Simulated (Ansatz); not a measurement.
**FGeH₅Si: up Jacob's ladder to CCSD(T)**

An exercise on one series of results from a longer session: the logs are not shown, and one member is left open.

Computed with Ansatz 0.2.0, Gaussian basis. Level: functionals in def2-TZVPP, the program's frozen cores in correlated methods.

Levels to be run: LDA (SPW92), PBE-D4, revPBE-D4, BLYP-D4, r2SCAN-D4, B97M-V, PBE0-D4, B3LYP-D4, r2SCANh-D4, r2SCAN0-D4, HSE06-D4, BHLYP-D4, CAM-B3LYP-D4, LC-ωPBE, ωB97X-V, ωB97M-V, B2PLYP, PBE-QIDH; CCSD(T)/def2-SVP; CCSD(T)/def2-TZVPP; CCSD(T)/def2-QZVPP; extrapolation to the limit; RPA on PBE.

### The relaxed structure

All runs share one geometry, relaxed beforehand with PBE0-D4 in a triple-zeta def2 set.

8 atoms, charge 0, spin multiplicity 1.

Atoms are counted from 1 here; the program's logs count them from 0.

Bond lengths: F1–Ge2 1.751 Å, Ge2–Si3 2.385 Å, Ge2–H4 1.539 Å, Ge2–H5 1.539 Å, Si3–H6 1.484 Å, Si3–H7 1.487 Å, Si3–H8 1.484 Å. Angles: F1–Ge2–Si3 106.5°, F1–Ge2–H4 105.4°, F1–Ge2–H5 105.4°, Si3–Ge2–H4 114.2°, Si3–Ge2–H5 114.3°, H4–Ge2–H5 110.1°, Ge2–Si3–H6 109.6°, Ge2–Si3–H7 108.6°, Ge2–Si3–H8 109.6°, H6–Si3–H7 109.5°, H6–Si3–H8 110.0°, H7–Si3–H8 109.5°.

Coordinates:

```
F    -2.0044    1.1174   -0.2311
Ge   -0.4573    0.6035   -0.8706
Si    0.5960   -0.6722    0.8466
H    -0.7867   -0.1987   -2.1424
H     0.2840    1.9010   -1.2395
H     0.7920    0.1761    2.0489
H     1.9170   -1.1386    0.3477
H    -0.2482   -1.8454    1.1848
```

Set-up of the first run:

in.yaml

```yaml
crystal:
  periodic: [false, false, false]
  atoms:
    - {symbol: F, position_ang: [-2.004373, 1.117371, -0.231059]}
    - {symbol: Ge, position_ang: [-0.457342, 0.603470, -0.870639]}
    - {symbol: Si, position_ang: [0.596014, -0.672235, 0.846599]}
    - {symbol: H, position_ang: [-0.786703, -0.198712, -2.142386]}
    - {symbol: H, position_ang: [0.284002, 1.901037, -1.239474]}
    - {symbol: H, position_ang: [0.791964, 0.176125, 2.048854]}
    - {symbol: H, position_ang: [1.916964, -1.138618, 0.347730]}
    - {symbol: H, position_ang: [-0.248228, -1.845437, 1.184776]}
basis:
  gaussian: {orbitals: def2-TZVPP}
hamiltonian: {xc: lda}
output: {orbitals: {seedname: orbitals}}
```

The run is started by

```sh
$ ansatz run in.yaml --threads 2 --pin off --events-out ev --progress --plain --max-ram 32768MiB --backend cpu
```

Steps of the session up to this table: LDA; PBE-D4 (GGA); revPBE-D4 (GGA); BLYP-D4 (GGA); r2SCAN-D4 (meta-GGA); B97M-V (meta-GGA); B3LYP-D4 (hybrid); r2SCANh-D4 (hybrid); r2SCAN0-D4 (hybrid); HSE06-D4 (hybrid); BHLYP-D4 (hybrid); CAM-B3LYP-D4 (range-separated); LC-ωPBE (range-separated); ωB97X-V (range-separated); ωB97M-V (range-separated); B2PLYP (double hybrid); PBE-QIDH (double hybrid).

One table of the session follows, with a row left open; its other results are not shown here.

```
  functional  HOMO (eV)  gap (eV)
 LDA (SPW92)      -7.33      5.59
      PBE-D4      -7.23      5.74
   revPBE-D4      -7.18      5.81
     BLYP-D4      -7.11      5.75
   r2SCAN-D4      -7.53      6.31
      B97M-V      -7.67      6.29
     PBE0-D4      -8.45      7.82
    B3LYP-D4      -8.25      7.40
  r2SCANh-D4      -7.98      7.05
  r2SCAN0-D4      -8.64      8.16
    HSE06-D4          ?         ?
    BHLYP-D4      -9.55      9.82
CAM-B3LYP-D4      -9.74     10.15
     LC-ωPBE     -11.03     12.62
     ωB97X-V     -10.71     12.16
     ωB97M-V     -10.51     11.73
```

Estimate the missing values for HSE06-D4.

The run gave: HOMO (eV): -8.06; gap (eV): 7.05. In the column «HOMO (eV)» it lies between B3LYP-D4 (-8.25) and r2SCANh-D4 (-7.98).
